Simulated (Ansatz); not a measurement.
**CH5AlGeOS: a ladder of functionals and wavefunction methods**

How much do the methods differ for CH5AlGeOS? The plan is to run it at one geometry with functionals of several rungs and with coupled cluster. The yardstick is the atomisation energy at the CCSD(T) limit.

Method: functionals in def2-TZVPP, the program's frozen cores in correlated methods; program: Ansatz 0.2.0, Gaussian basis.

The runs, in order: LDA (SPW92), PBE-D4, revPBE-D4, BLYP-D4, r2SCAN-D4, B97M-V, PBE0-D4, B3LYP-D4, r2SCANh-D4, r2SCAN0-D4, HSE06-D4, BHLYP-D4, CAM-B3LYP-D4, LC-ωPBE, ωB97X-V, ωB97M-V, B2PLYP, PBE-QIDH; CCSD(T)/def2-SVP; CCSD(T)/def2-TZVPP; MP2/def2-QZVPP; extrapolation to the limit; RPA on PBE.

## (1) Structure used throughout

An earlier PBE0-D4 in a triple-zeta def2 set relaxation fixed the geometry.

10 atoms, charge 0, spin multiplicity 1.

Atoms are counted from 1 here; the program's logs count them from 0.

Bond lengths: O1–Ge2 1.784 Å, O1–H6 0.960 Å, Ge2–Al3 2.416 Å, Ge2–S5 2.352 Å, Ge2–H7 1.538 Å, Al3–C4 1.950 Å, Al3–H8 1.578 Å, C4–S5 1.848 Å, C4–H9 1.086 Å, C4–H10 1.090 Å. Angles: Ge2–O1–H6 111.9°, O1–Ge2–Al3 126.3°, O1–Ge2–S5 110.2°, O1–Ge2–H7 102.3°, Al3–Ge2–S5 61.1°, Al3–Ge2–H7 131.5°, S5–Ge2–H7 104.7°, Ge2–Al3–C4 87.7°, Ge2–Al3–H8 135.2°, C4–Al3–H8 132.6°, Al3–C4–S5 79.3°, Al3–C4–H9 125.2°, Al3–C4–H10 116.4°, S5–C4–H9 111.6°, S5–C4–H10 108.1° and more.

## (2) LDA

This LDA is Slater exchange with PW92 correlation.

in.yaml reads:

```yaml
crystal:
  periodic: [false, false, false]
  atoms:
    - {symbol: O, position_ang: [-0.807958, 2.231694, 0.745181]}
    - {symbol: Ge, position_ang: [0.378642, 0.942492, 1.080077]}
    - {symbol: Al, position_ang: [0.117217, -1.405886, 0.576737]}
    - {symbol: C, position_ang: [-0.259286, -0.888373, -1.265716]}
    - {symbol: S, position_ang: [1.261820, 0.107893, -0.933233]}
    - {symbol: H, position_ang: [-1.656254, 1.876031, 0.470688]}
    - {symbol: H, position_ang: [1.538083, 1.724030, 1.720250]}
    - {symbol: H, position_ang: [0.619218, -2.753517, 1.226543]}
    - {symbol: H, position_ang: [-1.087095, -0.260813, -1.584089]}
    - {symbol: H, position_ang: [-0.021386, -1.624652, -2.033339]}
basis:
  gaussian: {orbitals: def2-TZVPP}
hamiltonian: {xc: lda}
output: {orbitals: {seedname: orbitals}}
```

Run with:

```sh
ansatz run in.yaml --threads 4 --pin off --events-out ev --progress --plain --max-ram 10444MiB
```

After this run come: PBE-D4 (GGA); revPBE-D4 (GGA); BLYP-D4 (GGA); r2SCAN-D4 (meta-GGA); B97M-V (meta-GGA); PBE0-D4 (hybrid); B3LYP-D4 (hybrid); r2SCANh-D4 (hybrid); r2SCAN0-D4 (hybrid); HSE06-D4 (hybrid); BHLYP-D4 (hybrid); CAM-B3LYP-D4 (range-separated); LC-ωPBE (range-separated); ωB97X-V (range-separated); ωB97M-V (range-separated); B2PLYP (double hybrid); PBE-QIDH (double hybrid); CCSD(T) in def2-SVP; CCSD(T) in def2-TZVPP; MP2 in def2-QZVPP; RPA on PBE orbitals.

**Question.** What will the summary of the whole plan be? Wanted: atomisation energy, CCSD(T)/CBS; farthest beyond LDA; mean size of error, GGA; mean size of error, meta-GGA; mean size of error, hybrid; mean size of error, range-separated; mean size of error, double hybrid; gap, smallest and largest; T1 diagnostic.

As calculated:

| quantity | value |
| --- | --- |
| atomisation energy, CCSD(T)/CBS | 3268.8 kJ/mol |
| functionals within 32.7 kJ/mol (1.0 %) | r2SCAN-D4, B97M-V, PBE0-D4, r2SCANh-D4, HSE06-D4, ωB97X-V, ωB97M-V |
| farthest beyond LDA | BHLYP-D4 (-148.2 kJ/mol) |
| mean size of error, GGA | 45.9 kJ/mol |
| mean size of error, meta-GGA | 24.4 kJ/mol |
| mean size of error, hybrid | 49.2 kJ/mol |
| mean size of error, range-separated | 25.0 kJ/mol |
| mean size of error, double hybrid | 54.1 kJ/mol |
| gap, smallest and largest | 3.90 eV (LDA (SPW92)), 10.03 eV (LC-ωPBE) |
| T1 diagnostic | 0.0137 |
| triples share of the correlation energy | 4.3 % |

The LDA atomisation energy is off by 499.6 kJ/mol (15 %): it overbinds. PBE-D4 is off by +46.5 kJ/mol. Double hybrids carry the basis error of their MP2 part in triple zeta, and no dispersion term here, so their miss is partly the set-up's. The rungs meta-GGA, range-separated miss on average by less than the doubt on the reference (32.7 kJ/mol), so they tie. The reference freezes the cores and leaves out relativity and excitations past (T), and its outer-core shells are covered unevenly, so misses under about 32.7 kJ/mol can't be ranked. Hartree-Fock recovers 69 % of the binding; the rest is correlation. CCSD(T) in def2-SVP is off by -261.7 kJ/mol, so the small basis spoils what the method gains. Orbital gaps span 3.9 to 10.0 eV; exact exchange widens them. Correlated methods include outer-core shells of Ge, which these sets cover unevenly.
